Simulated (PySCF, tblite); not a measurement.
# C6H13GeNSi: geometry, infrared bands and NMR shifts

What infrared bands and NMR shifts should C6H13GeNSi (`[H]/N=C/C=C1\C[SiH2][CH2][GeH2][CH2]1`) show?

The runs use tblite 0.8.0 and PySCF 2.14.0, with density-fitted response routines of our own; the level of theory stands in each step. All values are computed, except where a source is named. Atoms are numbered from 0 throughout.

## Step 1: The molecule as given

22 atoms, charge 0, multiplicity 1; geometry from: force field or distance geometry start.

Bonds of the start (Å): N0–C1 1.30, C1–C2 1.46, C2–C3 1.35, C3–C4 1.53, C4–Si5 1.88, Si5–C6 1.87, C6–Ge7 1.95, Ge7–C8 1.95, C8–C3 1.50, N0–H9 1.03, C1–H10 1.09, C2–H11 1.08, C4–H12 1.11, C4–H13 1.11, Si5–H14 1.47, Si5–H15 1.47, C6–H16 1.11, C6–H17 1.11, Ge7–H18 1.55, Ge7–H19 1.55, C8–H20 1.12, C8–H21 1.11.

## Step 2: Optimising the geometry with GFN2-xTB

Job settings and geometry (Å):

```
{"job": {"kind": "relax", "xc": "GFN2-xTB", "basis": "xTB"}, "charge": 0, "multiplicity": 1}
N      3.734000     0.104200    -1.260200
C      2.673700    -0.255600    -0.606000
C      1.711600     0.750900    -0.157700
C      0.621000     0.512600     0.598600
C      0.259700    -0.876800     1.115000
Si    -0.949000    -1.669700    -0.090200
C     -2.459500    -0.573300    -0.182500
Ge    -1.894800     1.282400    -0.388700
C     -0.393900     1.592800     0.811900
H      4.418200    -0.598400    -1.584400
H      2.526900    -1.314600    -0.402600
H      1.863400     1.762700    -0.514300
H     -0.250800    -0.788900     2.102000
H      1.147700    -1.524500     1.265400
H     -0.322200    -1.747700    -1.413600
H     -1.322300    -3.008500     0.395900
H     -3.031000    -0.670500     0.769900
H     -3.099500    -0.887200    -1.033000
H     -3.073600     2.239400    -0.057800
H     -1.419600     1.496100    -1.845400
H      0.017500     2.612200     0.617400
H     -0.767700     1.581500     1.859400
```

Launch:

```sh
$ OMP_NUM_THREADS=1 python probes_run.py task.json out
```

One launch serves the whole session: the jobs run in the order shown.

**Question.** This job is followed by: GFN2-xTB harmonic vibrations, gas phase; GIAO PBE0/pcSseg-1 NMR shielding, non-relativistic, gas phase. What will the session give for the following? strongest single infrared mode (GFN2-xTB); zero-point energy (GFN2-xTB); ¹³C shifts against TMS (PBE0/pcSseg-1); ¹H shifts against TMS (PBE0/pcSseg-1, means over atoms taken as alike); ¹⁵N shifts against NH3 (PBE0/pcSseg-1); ²⁹Si shifts against TMS (PBE0/pcSseg-1); ⁷³Ge shifts against GeMe4 (PBE0/pcSseg-1).

The runs gave:

```
                                                              quantity                                                value
                             strongest single infrared mode (GFN2-xTB)                                1878 cm⁻¹, 440 km/mol
                                          zero-point energy (GFN2-xTB)                                       103.5 kcal/mol
                                ¹³C shifts against TMS (PBE0/pcSseg-1)            167.5, 160.1, 131.3, 32.2, 22.3, -8.6 ppm
¹H shifts against TMS (PBE0/pcSseg-1, means over atoms taken as alike)  10.85, 8.86, 6.22, 4.55, 4.38, 2.11, 2.08, 0.12 ppm
                                ¹⁵N shifts against NH3 (PBE0/pcSseg-1)                                            359.8 ppm
                               ²⁹Si shifts against TMS (PBE0/pcSseg-1)                                            -28.9 ppm
                             ⁷³Ge shifts against GeMe4 (PBE0/pcSseg-1)                                             -110 ppm
```

What this shows: The optimisation took 50 steps and gained 0.295 eV; among the close pairs (by a distance rule), Ge7–C8 changed most, from 1.947 to 1.993 Å. No mode is imaginary among the 60: a minimum at this level. The strongest single mode, at 1878 cm⁻¹, moves mainly H18. GFN2-xTB is a fitted tight-binding method: band positions and strengths are rough. Its intensities can rank the bands wrongly. At PBE0/pcSseg-1: The largest span, 683 ppm, is at N0, where the paramagnetic term is -405 ppm. Spin-orbit coupling is left out, which matters for shieldings and couplings at and beside the heavy atoms.
